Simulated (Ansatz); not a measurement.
# BH4LiOSi: one structure at several levels

The task here is to estimate one member of a computed series from the others.

Program: Ansatz 0.2.0, Gaussian basis. Level of theory: single points in def2-TZVPP. These are calculated values, not measurements.

Cores are frozen in the correlated methods. The outer core shell of Li, Na, Mg and K is correlated.

1 further run of the same task is left out (it didn't finish).

## Where the work starts

SMILES `[Li][O]B[SiH3]`, 8 atoms, charge 0, spin multiplicity 1.

Atoms are counted from 1 here; the program's logs count them from 0.

Bond lengths: Li1–O2 1.695 Å, O2–B3 1.326 Å, B3–Si4 2.103 Å, B3–H5 1.239 Å, Si4–H6 1.484 Å, Si4–H7 1.486 Å, Si4–H8 1.511 Å. Angles: Li1–O2–B3 176.2°, O2–B3–Si4 116.3°, O2–B3–H5 123.1°, Si4–B3–H5 120.6°, B3–Si4–H6 108.6°, B3–Si4–H7 115.9°, B3–Si4–H8 108.7°, H6–Si4–H7 107.5°, H6–Si4–H8 106.5°, H7–Si4–H8 109.3°.

Coordinates:

```
Li   -1.8550   -1.9615    1.9077
O    -0.7952   -0.7528    1.3717
B     0.0942    0.1617    1.0089
Si    0.4256    0.3698   -1.0576
H     0.7058    0.8710    1.8198
H    -0.5670    1.3305   -1.6009
H     1.7757    0.8481   -1.4549
H     0.1492   -0.9560   -1.7275
```

Set-up of the first run:

Contents of run/in.yaml:

```yaml
crystal:
  periodic: [false, false, false]
  atoms:
    - {symbol: Li, position_ang: [-1.854973, -1.961493, 1.907737]}
    - {symbol: O, position_ang: [-0.795239, -0.752755, 1.371702]}
    - {symbol: B, position_ang: [0.094168, 0.161692, 1.008929]}
    - {symbol: Si, position_ang: [0.425596, 0.369773, -1.057648]}
    - {symbol: H, position_ang: [0.705752, 0.870960, 1.819815]}
    - {symbol: H, position_ang: [-0.566961, 1.330467, -1.600924]}
    - {symbol: H, position_ang: [1.775707, 0.848106, -1.454888]}
    - {symbol: H, position_ang: [0.149183, -0.955995, -1.727542]}
basis:
  gaussian: {orbitals: def2-TZVPP}
hamiltonian: {xc: pbe, dispersion: d4}
output: {forces: true}
```

The run is started by

```bash
$ ansatz run in.yaml --threads 2 --pin off --events-out ev --progress --plain --max-ram 3481MiB
```

Among the steps run: PBE-D4/def2-TZVPP; r2SCAN-D4/def2-TZVPP; PBE0-D4/def2-TZVPP; wB97M-V/def2-TZVPP; CCSD(T)/def2-TZVPP.

One table of the session follows, with a row left open; its other results are not shown here.

| method | RMS force component (eV/Å) | angle to CCSD(T) forces (°) | dipole (D) |
| --- | --- | --- | --- |
| PBE-D4 | ? | ? | ? |
| r2SCAN-D4 | 0.271 | 20.8 | 8.64 |
| PBE0-D4 | 0.303 | 27.0 | 8.51 |
| wB97M-V | 0.281 | 18.7 | 8.47 |
| CCSD(T) | 0.259 | reference | 8.60 |

Estimate the missing values for PBE-D4.

As computed: RMS force component (eV/Å): 0.284; angle to CCSD(T) forces (°): 20.5; dipole (D): 8.51. In the column «RMS force component (eV/Å)» it lies between wB97M-V (0.281) and PBE0-D4 (0.303).
